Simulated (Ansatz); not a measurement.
# Na: stress in a strained cell

Aim: deform Na (equal xy, yz and zx engineering shear strains of +2 %) and compute stress, forces and field gradients with LAPW, PAW and all-electron datasets made for the crystal.

Method: DFT LDA, scalar-relativistic, in Ansatz 0.2.0.

### 1 The starting structure

It takes space group P6_3/mmc (No. 194, hexagonal). The conventional cell has a = 3.767 Å, b = 3.767 Å, c = 6.154 Å, α = 90.00°, β = 90.00°, γ = 120.00°. Around Na (site symmetry -6m2) lie 12 Na at 3.77 Å.

Coordinates:

```
CELL_PARAMETERS angstrom
3.76700 0.00000 0.00000
-1.88350 3.26232 0.00000
0.00000 0.00000 6.15400
ATOMIC_POSITIONS crystal
Na 0.33333 0.66667 0.25000
Na 0.66667 0.33333 0.75000
```

Atoms are numbered in the order of the input: Na1, Na2.

### 2 After the deformation

Space group P6_3/mmc before, P-1 after.

### 3 Full-potential LAPW

Contents of input.yaml:

```yaml
crystal:
  lattice:
    - [3.7670009976, 0.03767001, 0.03767001]
    - [-1.8508773132, 3.243483555, 0.0137881806]
    - [0.06154, 0.06154, 6.154]
  atoms:
    - { symbol: Na, position: [0.3333333333, 0.6666666667, 0.25] }
    - { symbol: Na, position: [0.6666666667, 0.3333333333, 0.75] }
kpoints:
  mp_grid: { grid: [11, 11, 6] }
  band_path:
    path:
      - [0.0, 0.0, 0.0]
      - [0.0, -0.5, 0.0]
      - [0.0, 0.0, 0.5]
      - [0.0, 0.0, 0.0]
      - [-0.5, 0.0, 0.0]
      - [-0.5, 0.5, -0.5]
      - [0.0, 0.0, 0.0]
      - [-0.5, 0.0, -0.5]
      - [-0.5, 0.5, 0.0]
    npoints: 5
scf:
  occupations: { method: fermi_dirac, width: 0.05 }
hamiltonian:
  xc: lda
  pseudopotentials: { kind: all_electron, lapw: { basis_error: 0.0005 } }
output:
  forces: true
  stress: true
  eigenvalues: true
```

Started as:

```
$ ansatz run input.yaml --threads 1 --pin off --max-ram 3072MiB --backend cpu --events-out ev --progress --plain --runs-dir out
```

### 4 PAW with frozen cores

Contents of input.yaml:

```yaml
crystal:
  lattice:
    - [3.7670009976, 0.03767001, 0.03767001]
    - [-1.8508773132, 3.243483555, 0.0137881806]
    - [0.06154, 0.06154, 6.154]
  atoms:
    - { symbol: Na, position: [0.3333333333, 0.6666666667, 0.25] }
    - { symbol: Na, position: [0.6666666667, 0.3333333333, 0.75] }
kpoints:
  mp_grid: { grid: [11, 11, 6] }
scf:
  occupations: { method: fermi_dirac, width: 0.05 }
hamiltonian:
  xc: lda
  pseudopotentials: { kind: paw }
output:
  forces: true
  stress: true
  eigenvalues: true
  efg: { contact_densities: true }
```

### 5 Datasets made for this crystal

input.yaml: that of step 4 with these lines changed.

```diff
@@ -14,3 +14,3 @@
   xc: lda
-  pseudopotentials: { kind: paw }
+  pseudopotentials: { kind: all_electron, datasets: crystal }
 output:
```

(Steps that only read results are left out.)

What does the calculation give? Wanted: pressure; largest shear or deviatoric stress.

The runs gave:

| quantity | value |
| --- | --- |
| pressure | LAPW -0.89, PAW -0.89, crystal datasets -0.89 GPa |
| largest shear or deviatoric stress (LAPW) | 0.16 GPa |

**Reading.** The largest part of the stress beyond the pressure is 0.16 GPa in size, in the zz component; the atoms are carried along and not relaxed. No run of the undeformed cell stands beside it, so the pressure holds what the given cell had before the change. PAW: stress within 0.01 GPa of LAPW. Crystal datasets: stress within 0.01 GPa of LAPW.
